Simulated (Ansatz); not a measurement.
# SrBr2: the cost of one run

Computed with the Python package of Ansatz 0.2.0. Level of theory: DFT r2SCAN, plane waves, norm-conserving potentials.

## 1. Starting point

SrBr2 P4_2/mnm: The structure is tetragonal, space group P4_2/mnm (No. 136). Conventional cell: a = 7.108 Å, b = 7.108 Å, c = 4.676 Å, α = 90.00°, β = 90.00°, γ = 90.00°. Sr (site symmetry mmm) has 6 Br at 3.05 to 3.06 Å as nearest neighbours. Around Br (site symmetry m2m) lie 3 Sr at 3.05 to 3.06 Å.

Sr Fm-3m: It takes space group Fm-3m (No. 225, cubic). Conventional cell: a = 6.085 Å, b = 6.085 Å, c = 6.085 Å, α = 90.00°, β = 90.00°, γ = 90.00°. Around Sr (site symmetry m-3m) lie 12 Sr at 4.30 Å.

Br Cmce: It takes space group Cmce (No. 64, orthorhombic). The conventional cell has a = 6.726 Å, b = 4.645 Å, c = 8.702 Å, α = 90.00°, β = 90.00°, γ = 90.00°. Around Br (site symmetry m) lie 1 Br at 2.29 Å.

Input file srbr2_srbr2.cif:

```cif
data_SrBr2
_cell_length_a 7.108186
_cell_length_b 7.108186
_cell_length_c 4.675604
_cell_angle_alpha 90.00000
_cell_angle_beta 90.00000
_cell_angle_gamma 90.00000
_symmetry_space_group_name_H-M 'P 1'
_symmetry_Int_Tables_number 1
loop_
_symmetry_equiv_pos_as_xyz
'x, y, z'
loop_
_atom_site_label
_atom_site_type_symbol
_atom_site_fract_x
_atom_site_fract_y
_atom_site_fract_z
Sr1 Sr    0.000000    0.000000    0.000000
Sr2 Sr    0.500000    0.500000    0.500000
Br3 Br    0.303848    0.303848    0.000000
Br4 Br    0.696152    0.696152    0.000000
Br5 Br    0.196152    0.803848    0.500000
Br6 Br    0.803848    0.196152    0.500000
```

srbr2_sr.cif, read by the script:

```cif
data_Sr
_cell_length_a 4.302533
_cell_length_b 4.302533
_cell_length_c 4.302533
_cell_angle_alpha 60.00000
_cell_angle_beta 60.00000
_cell_angle_gamma 60.00000
_symmetry_space_group_name_H-M 'P 1'
_symmetry_Int_Tables_number 1
loop_
_symmetry_equiv_pos_as_xyz
'x, y, z'
loop_
_atom_site_label
_atom_site_type_symbol
_atom_site_fract_x
_atom_site_fract_y
_atom_site_fract_z
Sr1 Sr    0.000000    0.000000    0.000000
```

Input file srbr2_br.extxyz:

```xyz
4
Lattice="3.36325 -2.32255 0.0 3.36325 2.32255 0.0 0.0 0.0 8.7023" Properties=species:S:1:pos:R:3 pbc="T T T"
Br    3.36325000   -1.69592601    0.95638277
Br    3.36325000   -0.62662399    5.30753277
Br    3.36325000    1.69592601    7.74591723
Br    3.36325000    0.62662399    3.39476723
```

## 2. The script

srbr2.py

```python
'''Is SrBr2 bound against its elements, after relaxing cells and atoms.'''

from collections import Counter
import warnings

import ansatz as az
from ase.io import read
import numpy as np

config = {
    'functional': 'r2scan',
    'beta': 0.3,
    'kspacing': 0.26,
    'filling': 'fermi_dirac',
    'width_ev': 0.02,
}


def run_phase(name, crystal):
    calc = (
        crystal.calculation()
        .pseudopotentials('nc')
        .functional(config['functional'])
        .accuracy('medium')
        .mixing('broyden', beta=config['beta'])
        .kpoints(spacing=config['kspacing'])
        .occupations(config['filling'], width=config['width_ev'])
        .stress()
    )
    calc = calc.relax(force_tolerance=0.01, cell=True)
    return calc.run(threads=1)


def counts(outcome):
    return Counter(site.symbol for site in outcome.lattice.sites)

def formation_energy(outcome, mu):
    n = counts(outcome)
    return (outcome.report['energy_sigma0_ev'] - sum(k * mu[element] for element, k in n.items())) / sum(n.values())


def volume_per_atom(outcome):
    return abs(np.linalg.det(outcome.lattice.cell_ang)) / len(outcome.lattice.sites)

warnings.simplefilter('ignore')

phases = {}
atoms = read('srbr2_srbr2.cif')
srbr2 = az.Crystal.from_ase(atoms)
phases['SrBr2'] = srbr2
atoms = read('srbr2_sr.cif')
sr = az.Crystal.from_ase(atoms)
phases['Sr'] = sr
br = az.Crystal.from_extxyz('srbr2_br.extxyz')
phases['Br'] = br

done = {name: run_phase(name, crystal) for name, crystal in phases.items()}

# chemical potentials of the elements at zero temperature
references = {'Sr': 'Sr', 'Br': 'Br'}
mu = {element: done[name].report['energy_sigma0_ev'] / len(done[name].lattice.sites) for element, name in references.items()}

target = done['SrBr2']
heat = formation_energy(target, mu)
rows = [(name, len(o.lattice.sites), volume_per_atom(o), formation_energy(o, mu)) for name, o in done.items()]
print('| phase | atoms | V (A^3/atom) | E_form (eV/atom) |')
print('| --- | --- | --- | --- |')
for row in rows:
    print(f'| {row[0]} | {row[1]:d} | {row[2]:.3f} | {row[3]:.4f} |')
```

## 3. The calls as engine input

The package turns the script's settings into the engine's input (first run):

```yaml
crystal:
  lattice:
    - [7.108186, 0.0, 0.0]
    - [0.0, 7.108186, 0.0]
    - [0.0, 0.0, 4.675604]
  atoms:
    - { symbol: Sr, position: [0.0, 0.0, 0.0] }
    - { symbol: Sr, position: [0.5, 0.5, 0.5] }
    - { symbol: Br, position: [0.303848, 0.303848, 0.0] }
    - { symbol: Br, position: [0.696152, 0.696152, 0.0] }
    - { symbol: Br, position: [0.196152, 0.8038480000000001, 0.5] }
    - { symbol: Br, position: [0.8038480000000001, 0.196152, 0.5] }
accuracy: medium
kpoints:
  mp_grid:
    kspacing: 0.26
hamiltonian:
  xc: r2scan
  pseudopotentials:
    kind: nc
scf:
  mixing:
    algorithm: broyden
    beta: 0.3
  occupations:
    method: fermi_dirac
    width: 0.02
relax:
  f_tol: 0.01
  cell: {}
output:
  stress: true
```

## 4. Running it

The run is started by

```
> python srbr2.py
```

What time and memory should one allow on 1 thread of Arm Neoverse V1, shared host?

About 7 min, with a peak of 1.9 GiB.
